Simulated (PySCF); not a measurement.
# [Eu(N2)8]3+: forces at shaken geometries

Aim: move all atoms of relaxed [Eu(N2)8]3+ at random and read energies and forces. The structure is generated, not taken from experiment.

Method: PBE0, Eu lcecp-1-SVP with ECP52, N def2-SVP; scalar-relativistic core potentials, no spin–orbit coupling; program: PySCF 2.14.0.

2 further runs of the same task are left out: 2 for a known fault of the program.

## Step 1: Starting geometry

17 atoms, charge 3, spin multiplicity 1.

Bond lengths: Eu1–N2 2.618 Å, Eu1–N4 2.618 Å, Eu1–N6 2.618 Å, Eu1–N8 2.618 Å, Eu1–N10 2.618 Å, Eu1–N12 2.618 Å, Eu1–N14 2.618 Å, Eu1–N16 2.618 Å, N2–N3 1.100 Å, N4–N5 1.100 Å, N6–N7 1.100 Å, N8–N9 1.100 Å, N10–N11 1.100 Å, N12–N13 1.100 Å, N14–N15 1.100 Å, N16–N17 1.100 Å. Angles: N2–Eu1–N4 73.5°, N2–Eu1–N6 115.6°, N2–Eu1–N8 73.5°, N2–Eu1–N10 77.2°, N2–Eu1–N12 142.2°, N2–Eu1–N14 142.2°, N2–Eu1–N16 77.2°, N4–Eu1–N6 73.5°, N4–Eu1–N8 115.6°, N4–Eu1–N10 77.2°, N4–Eu1–N12 77.2°, N4–Eu1–N14 142.2°, N4–Eu1–N16 142.2°, N6–Eu1–N8 73.5°, N6–Eu1–N10 142.2°, N6–Eu1–N12 77.2°, N6–Eu1–N14 77.2°, N6–Eu1–N16 142.2° and more.

Coordinates:

```csv
atom,x (Å),y (Å),z (Å)
Eu1,0.00000,0.00000,0.00000
N2,2.21486,0.00000,1.39563
N3,3.14455,0.00000,1.98308
N4,0.00000,2.21486,1.39563
N5,0.00000,3.14455,1.98308
N6,-2.21486,0.00000,1.39563
N7,-3.14455,0.00000,1.98308
N8,0.00000,-2.21486,1.39563
N9,0.00000,-3.14455,1.98308
N10,1.56614,1.56614,-1.39563
N11,2.22354,2.22353,-1.98308
N12,-1.56614,1.56614,-1.39563
N13,-2.22353,2.22354,-1.98308
N14,-1.56614,-1.56614,-1.39563
N15,-2.22354,-2.22353,-1.98308
N16,1.56614,-1.56614,-1.39563
N17,2.22353,-2.22354,-1.98308
```

Formal oxidation states: Eu +3. Each metal's 6 4f electrons lie in its core potential, so multiplicities, spins and levels count the valence alone. An earlier session relaxed this geometry at PBE0, Eu lcecp-1-SVP with ECP52, N def2-SVP (singlet, point group D4d).

Its energy there is -908.796312 Eh.

## Step 2: Atoms moved at random, σ = 0.06 Å

run.py (the lines that set the calculation)

```python
mol = gto.M(atom='''
Eu    -0.11858     0.04829    -0.03369
N      2.24647     0.06426     1.39679
N      3.08712    -0.02156     1.96877
N      0.06748     2.20575     1.36374
N     -0.02149     3.17216     1.90335
N     -2.29514    -0.01576     1.39367
N     -3.15599    -0.05461     1.91796
N      0.03238    -2.18175     1.39581
N     -0.06580    -3.18495     2.05135
N      1.64659     1.61508    -1.34031
N      2.30399     2.24508    -1.95332
N     -1.55459     1.51848    -1.47550
N     -2.25871     2.16251    -2.00401
N     -1.56614    -1.57316    -1.30198
N     -2.17995    -2.19822    -1.93357
N      1.65951    -1.59765    -1.35773
N      2.17285    -2.20396    -1.99133''',
    basis={'Eu': 'lcecp-1-SVP', 'N': 'def2-SVP'},
    ecp={'Eu': 'lcecp-1-SVP'},
    charge=3, spin=0)
mf = dft.RKS(mol, xc='PBE0')
mf.grids.atom_grid = (50, 194)  # f atoms: unpruned, at least (60, 302)
mf = mf.density_fit()  # fitting sets: Eu AutoAux, N def2-universal-JKFIT
mf.conv_tol = 1e-08; mf.max_cycle = 55
mf.kernel(dm0)  # dm0: the density of the relaxed state
```

Command:

```sh
> OMP_NUM_THREADS=4 python run.py
```

The log of the run:

```text
init E= -908.924835910711
  HOMO = -0.843827515293086  LUMO = -0.568266392203393  gap/eV = 7.49840
cycle= 1 E= -908.665556266804  delta_E= 0.259  |g|= 0.275  |ddm|= 0.687
  HOMO = -0.86804819545151  LUMO = -0.602995106640824  gap/eV = 7.21246
cycle= 2 E= -908.641272493321  delta_E= 0.0243  |g|= 0.467  |ddm|= 0.547
  HOMO = -0.878820140376761  LUMO = -0.590696044993607  gap/eV = 7.84026
cycle= 3 E= -908.681301751696  delta_E= -0.04  |g|= 0.109  |ddm|= 0.344
  HOMO = -0.877390261429592  LUMO = -0.592035880403936  gap/eV = 7.76489
cycle= 4 E= -908.683384279394  delta_E= -0.00208  |g|= 0.0424  |ddm|= 0.0902
  HOMO = -0.876528167796802  LUMO = -0.592027202909451  gap/eV = 7.74167
cycle= 5 E= -908.683706736137  delta_E= -0.000322  |g|= 0.0126  |ddm|= 0.0319
  HOMO = -0.876840615996014  LUMO = -0.591598366856942  gap/eV = 7.76184
cycle= 6 E= -908.683722186623  delta_E= -1.55e-05  |g|= 0.00933  |ddm|= 0.0118
  HOMO = -0.876932948804361  LUMO = -0.591785328253437  gap/eV = 7.75926
cycle= 7 E= -908.683738975973  delta_E= -1.68e-05  |g|= 0.00154  |ddm|= 0.00624
  HOMO = -0.876828032627788  LUMO = -0.591776545410974  gap/eV = 7.75665
cycle= 8 E= -908.683739358355  delta_E= -3.82e-07  |g|= 0.000865  |ddm|= 0.00158
  HOMO = -0.876838961535952  LUMO = -0.591785238274184  gap/eV = 7.75671
cycle= 9 E= -908.683739502007  delta_E= -1.44e-07  |g|= 0.000119  |ddm|= 0.000602
  HOMO = -0.876845417502802  LUMO = -0.591786743307665  gap/eV = 7.75684
cycle= 10 E= -908.683739503795  delta_E= -1.79e-09  |g|= 8.55e-05  |ddm|= 0.000133
  HOMO = -0.876838361015579  LUMO = -0.591785023600318  gap/eV = 7.75670
Extra cycle  E= -908.683739498285  delta_E= 5.51e-09  |g|= 0.000189  |ddm|= 0.000178
converged SCF energy = -908.683739498285
```

Wall time 48 s (4 threads of AMD EPYC 7R43 (Zen 3), shared host).

It gives: E = -908.683739 Eh (+3.063 eV from the relaxed state), HOMO -23.86 eV, LUMO -16.10 eV, Mulliken charge on Eu1 +1.76 e, largest force component 17.379 eV/Å. 

```csv
atom,Fx,Fy,Fz (eV/Å)
Eu1,1.643,-0.347,0.509
N2,-14.269,1.298,-9.589
N3,13.985,-1.360,9.452
N4,-0.426,1.568,0.791
N5,0.265,-1.419,-0.728
N6,17.319,0.826,-10.605
N7,-17.379,-0.787,10.629
N8,-1.135,-9.565,6.279
N9,1.046,9.699,-6.346
N10,-0.447,-0.315,0.151
N11,0.236,0.179,-0.112
N12,0.672,-0.675,0.641
N13,-0.967,0.954,-0.863
N14,1.734,1.844,1.698
N15,-1.995,-2.098,-1.982
N16,-9.599,11.043,11.272
N17,9.317,-10.844,-11.199
```

## Step 3: Atoms moved at random, σ = 0.06 Å

run.py (the lines that set the calculation)

```python
mol = gto.M(atom='''
Eu    -0.00585     0.02135    -0.14719
N      2.25745     0.02210     1.39007
N      3.09235    -0.01585     1.94361
N      0.00919     2.21724     1.33460
N      0.00179     3.15501     1.98950
N     -2.37004     0.01484     1.37976
N     -3.23397    -0.01612     1.98810
N      0.05983    -2.19466     1.42665
N     -0.00023    -3.07665     2.00905
N      1.64633     1.60669    -1.37218
N      2.28090     2.15236    -1.93039
N     -1.53274     1.56339    -1.34509
N     -2.17536     2.18263    -1.92474
N     -1.55954    -1.52165    -1.28497
N     -2.16749    -2.26890    -2.04561
N      1.45931    -1.66739    -1.30843
N      2.23806    -2.17438    -2.10273''',
    basis={'Eu': 'lcecp-1-SVP', 'N': 'def2-SVP'},
    ecp={'Eu': 'lcecp-1-SVP'},
    charge=3, spin=0)
mf = dft.RKS(mol, xc='PBE0')
mf.grids.atom_grid = (50, 194)  # f atoms: unpruned, at least (60, 302)
mf = mf.density_fit()  # fitting sets: Eu AutoAux, N def2-universal-JKFIT
mf.conv_tol = 1e-08; mf.max_cycle = 55
mf.kernel(dm0)  # dm0: the density of the relaxed state
```

Command:

```sh
> OMP_NUM_THREADS=4 python run.py
```

The log of the run:

```text
init E= -908.497366174609
  HOMO = -0.860524886424916  LUMO = -0.669223602390717  gap/eV = 5.20557
cycle= 1 E= -908.575867149702  delta_E= -0.0785  |g|= 0.466  |ddm|= 0.912
  HOMO = -0.850332285845979  LUMO = -0.579246288711072  gap/eV = 7.37663
cycle= 2 E= -908.424914099846  delta_E= 0.151  |g|= 0.997  |ddm|= 0.924
  HOMO = -0.876620000113801  LUMO = -0.591713536386452  gap/eV = 7.75270
cycle= 3 E= -908.606191324189  delta_E= -0.181  |g|= 0.315  |ddm|=  0.7
  HOMO = -0.875305233427491  LUMO = -0.590937745321378  gap/eV = 7.73803
cycle= 4 E= -908.626089211335  delta_E= -0.0199  |g|= 0.0843  |ddm|= 0.224
  HOMO = -0.873973459973069  LUMO = -0.594261501560818  gap/eV = 7.61135
cycle= 5 E= -908.627401546911  delta_E= -0.00131  |g|= 0.0154  |ddm|= 0.0651
  HOMO = -0.87483091603942  LUMO = -0.594392209871315  gap/eV = 7.63113
cycle= 6 E= -908.627422487196  delta_E= -2.09e-05  |g|= 0.0121  |ddm|= 0.0158
  HOMO = -0.874697814951347  LUMO = -0.594485985193726  gap/eV = 7.62495
cycle= 7 E= -908.627449747729  delta_E= -2.73e-05  |g|= 0.00255  |ddm|= 0.0086
  HOMO = -0.874587634884569  LUMO = -0.594351092609597  gap/eV = 7.62562
cycle= 8 E= -908.627450558748  delta_E= -8.11e-07  |g|= 0.00183  |ddm|= 0.00284
  HOMO = -0.87460775490567  LUMO = -0.59434264108533  gap/eV = 7.62640
cycle= 9 E= -908.627451204452  delta_E= -6.46e-07  |g|= 0.000313  |ddm|= 0.00125
  HOMO = -0.874608321120554  LUMO = -0.594364669166092  gap/eV = 7.62582
cycle= 10 E= -908.627451206605  delta_E= -2.15e-09  |g|= 0.000331  |ddm|= 0.00043
  HOMO = -0.874608465348494  LUMO = -0.594365187047316  gap/eV = 7.62581
cycle= 11 E= -908.627451228403  delta_E= -2.18e-08  |g|= 5.26e-05  |ddm|= 0.000212
  HOMO = -0.874610773912924  LUMO = -0.594362723640434  gap/eV = 7.62594
cycle= 12 E= -908.627451229024  delta_E= -6.21e-10  |g|= 1.31e-05  |ddm|= 5.4e-05
  HOMO = -0.874609975571645  LUMO = -0.594362465810057  gap/eV = 7.62592
Extra cycle  E= -908.627451228918  delta_E= 1.06e-10  |g|= 2.71e-05  |ddm|= 2.64e-05
converged SCF energy = -908.627451228918
```

It took 52 s on 4 threads of AMD EPYC 7R43 (Zen 3), shared host.

It gives: E = -908.627451 Eh (+4.595 eV from the relaxed state), HOMO -23.80 eV, LUMO -16.17 eV, Mulliken charge on Eu1 +1.73 e, largest force component 18.675 eV/Å. 

```csv
atom,Fx,Fy,Fz (eV/Å)
Eu1,0.352,-0.040,1.730
N2,-18.675,0.809,-12.436
N3,18.479,-0.818,12.275
N4,-0.071,4.931,3.467
N5,0.048,-5.015,-3.506
N6,6.892,0.218,-4.755
N7,-6.519,-0.220,4.558
N8,0.279,6.561,-4.349
N9,-0.371,-6.354,4.221
N10,-13.326,-11.564,11.529
N11,13.372,11.575,-11.663
N12,3.627,-3.500,3.140
N13,-4.008,3.887,-3.534
N14,-6.779,-8.364,-8.653
N15,6.412,7.991,8.267
N16,8.484,-5.243,-8.754
N17,-8.197,5.144,8.462
```

## Step 4: Atoms moved at random, σ = 0.15 Å

run.py (the lines that set the calculation)

```python
mol = gto.M(atom='''
Eu     0.01355    -0.09000    -0.19558
N      2.09427     0.01986     1.40844
N      3.23251    -0.19419     2.18088
N      0.04132     2.04358     1.69557
N     -0.16756     2.92205     2.05129
N     -2.33167     0.05053     1.38861
N     -3.10501    -0.01021     1.58794
N      0.12686    -2.07971     1.34340
N      0.12686    -2.99412     2.02986
N      1.57065     1.85596    -1.50975
N      2.34698     2.09907    -1.99917
N     -1.50132     1.30128    -1.36235
N     -2.13326     2.35182    -1.71008
N     -1.52135    -1.54976    -1.36021
N     -2.51306    -2.07910    -1.94925
N      1.45843    -1.71490    -1.54807
N      2.26180    -1.93218    -2.05153''',
    basis={'Eu': 'lcecp-1-SVP', 'N': 'def2-SVP'},
    ecp={'Eu': 'lcecp-1-SVP'},
    charge=3, spin=0)
mf = dft.RKS(mol, xc='PBE0')
mf.grids.atom_grid = (50, 194)  # f atoms: unpruned, at least (60, 302)
mf = mf.density_fit()  # fitting sets: Eu AutoAux, N def2-universal-JKFIT
mf.conv_tol = 1e-08; mf.max_cycle = 55
mf.kernel(dm0)  # dm0: the density of the relaxed state
```

Command:

```sh
> OMP_NUM_THREADS=4 python run.py
```

The log of the run:

```text
init E= -905.997742116396
  HOMO = -1.03828865072883  LUMO = -0.912807531693802  gap/eV = 3.41452
cycle= 1 E= -907.34995073668  delta_E= -1.35  |g|= 1.26  |ddm|= 2.32
  HOMO = -0.779744008045233  LUMO = -0.541152228461087  gap/eV = 6.49241
cycle= 2 E= -904.594048440293  delta_E= 2.76  |g|= 3.64  |ddm|= 2.93
  HOMO = -0.796376039091212  LUMO = -0.601868977856693  gap/eV = 5.29281
cycle= 3 E= -907.578446434584  delta_E= -2.98  |g|= 0.745  |ddm|= 2.41
  HOMO = -0.841513608910931  LUMO = -0.607078040424629  gap/eV = 6.37932
cycle= 4 E= -907.680048653245  delta_E= -0.102  |g|= 0.355  |ddm|= 0.643
  HOMO = -0.848770638219748  LUMO = -0.613251378188286  gap/eV = 6.40881
cycle= 5 E= -907.687719793261  delta_E= -0.00767  |g|= 0.295  |ddm|= 0.34
  HOMO = -0.849959401900253  LUMO = -0.616844101064361  gap/eV = 6.34339
cycle= 6 E= -907.704528899652  delta_E= -0.0168  |g|= 0.0771  |ddm|= 0.185
  HOMO = -0.848432949427881  LUMO = -0.615781473130074  gap/eV = 6.33077
cycle= 7 E= -907.705515357721  delta_E= -0.000986  |g|= 0.0278  |ddm|= 0.058
  HOMO = -0.847630215746803  LUMO = -0.614565328329404  gap/eV = 6.34202
cycle= 8 E= -907.705659076701  delta_E= -0.000144  |g|= 0.00829  |ddm|= 0.0235
  HOMO = -0.847654577161979  LUMO = -0.614273364774909  gap/eV = 6.35063
cycle= 9 E= -907.70567203463  delta_E= -1.3e-05  |g|= 0.0024  |ddm|= 0.00708
  HOMO = -0.847657113777504  LUMO = -0.614204919928781  gap/eV = 6.35256
cycle= 10 E= -907.705673031381  delta_E= -9.97e-07  |g|= 0.00074  |ddm|= 0.00209
  HOMO = -0.847663490422121  LUMO = -0.614227906890129  gap/eV = 6.35211
cycle= 11 E= -907.705673119216  delta_E= -8.78e-08  |g|= 0.000397  |ddm|= 0.000666
  HOMO = -0.847660864064281  LUMO = -0.614231007174231  gap/eV = 6.35195
cycle= 12 E= -907.705673140612  delta_E= -2.14e-08  |g|= 0.000236  |ddm|= 0.000274
  HOMO = -0.847655606321169  LUMO = -0.614230586009097  gap/eV = 6.35182
cycle= 13 E= -907.705673152005  delta_E= -1.14e-08  |g|= 4.85e-05  |ddm|= 0.000156
  HOMO = -0.847656049571722  LUMO = -0.61422947904168  gap/eV = 6.35186
cycle= 14 E= -907.705673152391  delta_E= -3.86e-10  |g|= 3.1e-05  |ddm|= 5.72e-05
  HOMO = -0.847657181056236  LUMO = -0.614230015303503  gap/eV = 6.35188
Extra cycle  E= -907.705673151469  delta_E= 9.22e-10  |g|= 7.52e-05  |ddm|= 6.62e-05
converged SCF energy = -907.705673151469
```

Wall time 54 s (4 threads of AMD EPYC 7R43 (Zen 3), shared host).

It gives: E = -907.705673 Eh (+29.678 eV from the relaxed state), HOMO -23.07 eV, LUMO -16.71 eV, Mulliken charge on Eu1 +1.65 e, largest force component 141.380 eV/Å. 

```csv
atom,Fx,Fy,Fz (eV/Å)
Eu1,1.162,0.605,1.783
N2,14.582,-2.910,9.584
N3,-14.472,2.829,-9.795
N4,6.797,-30.047,-12.802
N5,-6.949,29.973,12.445
N6,141.380,10.801,-37.118
N7,-141.172,-10.941,36.809
N8,-0.192,-5.197,3.785
N9,0.036,4.801,-3.588
N10,-34.095,-11.494,21.679
N11,34.061,11.119,-21.560
N12,-8.318,13.713,-4.625
N13,7.459,-12.684,4.000
N14,-12.604,-6.754,-7.414
N15,11.944,6.171,7.008
N16,-26.327,7.733,16.725
N17,26.709,-7.720,-16.917
```

## Step 5: Results

| σ (Å) | energy rise (eV) | harmonic estimate −½ F·u (eV) | largest force component (eV/Å) |
| --- | --- | --- | --- |
| 0.06 | 3.063 | 3.097 | 17.38 |
| 0.06 | 4.595 | 4.743 | 18.67 |
| 0.15 | 29.678 | 28.088 | 141.38 |

Every displacement raises the energy. For a harmonic well the rise equals −½ F·u; the two differ by at most 5 % here (a move with σ = 0.15 Å), from anharmonicity, the grid and the small forces left at the relaxed point. The largest moves cost over 1 eV, far outside the harmonic range, so agreement there can come from errors that cancel between squeezed and stretched bonds. These are double-zeta-type bases without diffuse functions. Spin–orbit coupling is left out. The core potential fixes the 4f count, so no charge can pass from the ligands into that shell.
